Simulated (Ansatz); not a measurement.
Crystal: NiMoIrPdW.

```
Ni Mo Pd Ir W
1.0
     2.76616    0.00000    0.00000
    -1.38308    2.39557    0.00000
     0.00000    0.00000   11.02292
Ni Mo Pd Ir W
1 1 1 1 1
Direct
  0.33333 0.66667 0.59712
  0.00000 0.00000 0.41074
  0.66667 0.33333 0.79520
  0.66667 0.33333 0.19960
  0.33333 0.66667 0.99734
```

The cell was built by a generator and needn't be a form met in nature.

Base run:

```yaml
Program: Ansatz 0.2.0
Functional: PBEsol
Potentials_or_basis: Ansatz PAW
Cutoff: "420 eV (not typed: the program's choice for these potentials)"
k_mesh: 11 × 11 × 3
Occupations: fermi-dirac, width 0.05 eV
Spin: collinear spin, ferromagnetic start
Starting_moments: "[1.0, 1.0, 0.0, 0.6, 0.0] μB"
```

Its results: band gap on the k mesh none (metal or under the smearing width); pressure -9.0 GPa; net moment 0.00 μB per cell; largest force 0.170 eV/Å.

Question: The run is repeated on the same cell with these changes: functional from PBEsol to RPBE. What comes out?

Answer: Band gap on the k mesh none (metal or under the smearing width); pressure 4.2 GPa; net moment 0.00 μB per cell; largest force 0.183 eV/Å.

RPBE binds less tightly than PBEsol, so the same cell stands under more pressure.

Caveats: spin-orbit coupling is left out, which moves the levels of the heavy elements; the PAW data sets come from PBE, with cores solved anew for the run's functional, which leaves a small shift of forces and pressure; the starting moments weren't kept.
